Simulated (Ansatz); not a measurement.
**C4HF5: small, medium and large basis sets**

One table from this session's results is given with a row withheld; the runs are named, their logs left out.

The runs use Ansatz 0.2.0, Gaussian basis; one geometry, several basis sets.

The runs, in order: PBE0-D4/def2-SVP; ωB97M-V/def2-SVP; PBE0-D4/def2-QZVPP; ωB97M-V/def2-QZVPP; the functionals' def2-TZVPP values are taken from earlier runs.

### Structure used throughout

The geometry comes from an earlier relaxation with PBE0-D4 in a triple-zeta def2 set; it is a stationary point, not always the lowest conformer.

SMILES `FC(F)=CC(F)=C(F)F`, 10 atoms, charge 0, spin multiplicity 1.

Atoms are counted from 1 here; the program's logs count them from 0.

Bond lengths: F1–C2 1.312 Å, C2–F3 1.306 Å, C2–C4 1.326 Å, C4–C5 1.438 Å, C4–H10 1.081 Å, C5–F6 1.336 Å, C5–C7 1.332 Å, C7–F8 1.313 Å, C7–F9 1.307 Å. Angles: F1–C2–F3 110.3°, F1–C2–C4 123.0°, F3–C2–C4 126.7°, C2–C4–C5 125.9°, C2–C4–H10 116.5°, C5–C4–H10 117.6°, C4–C5–F6 118.5°, C4–C5–C7 124.0°, F6–C5–C7 117.5°, C5–C7–F8 123.3°, C5–C7–F9 124.5°, F8–C7–F9 112.2°.

Set-up of the first run:

The input, in.yaml:

```yaml
crystal:
  periodic: [false, false, false]
  atoms:
    - {symbol: F, position_ang: [-2.028768, -0.729525, 2.039627]}
    - {symbol: C, position_ang: [-1.431875, 0.004988, 1.130995]}
    - {symbol: F, position_ang: [-2.073150, 1.130249, 0.964243]}
    - {symbol: C, position_ang: [-0.333445, -0.381827, 0.496965]}
    - {symbol: C, position_ang: [0.371321, 0.370227, -0.506179]}
    - {symbol: F, position_ang: [-0.095451, 1.574950, -0.845498]}
    - {symbol: C, position_ang: [1.469373, -0.059856, -1.124470]}
    - {symbol: F, position_ang: [2.026077, -1.224265, -0.880805]}
    - {symbol: F, position_ang: [2.117721, 0.615432, -2.036101]}
    - {symbol: H, position_ang: [0.061198, -1.351674, 0.764226]}
basis:
  gaussian: {orbitals: def2-SVP}
hamiltonian: {xc: pbe0, dispersion: d4}
output: {orbitals: {seedname: orbitals}}
```

The run is started by

```bash
ansatz run in.yaml --threads 4 --pin off --events-out ev --progress --plain --max-ram 11315MiB
```

Among the steps run: PBE0-D4 in def2-SVP; ωB97M-V in def2-SVP; PBE0-D4 in def2-QZVPP; ωB97M-V in def2-QZVPP.

One table of the session follows, with a row left open; its other results are not shown here.

It belongs to the step «Functionals by basis». 

```
functional       basis  HOMO (eV)
   PBE0-D4    def2-SVP      -6.69
   PBE0-D4  def2-TZVPP      -6.79
   PBE0-D4  def2-QZVPP          ?
   ωB97M-V    def2-SVP      -8.76
   ωB97M-V  def2-TZVPP      -8.89
   ωB97M-V  def2-QZVPP      -8.94
```

Q: Estimate the row for PBE0-D4, def2-QZVPP from the others.

**Answer.** HOMO (eV): -6.84. In the column «HOMO (eV)» it lies between ωB97M-V, def2-SVP (-8.76) and PBE0-D4, def2-TZVPP (-6.79).
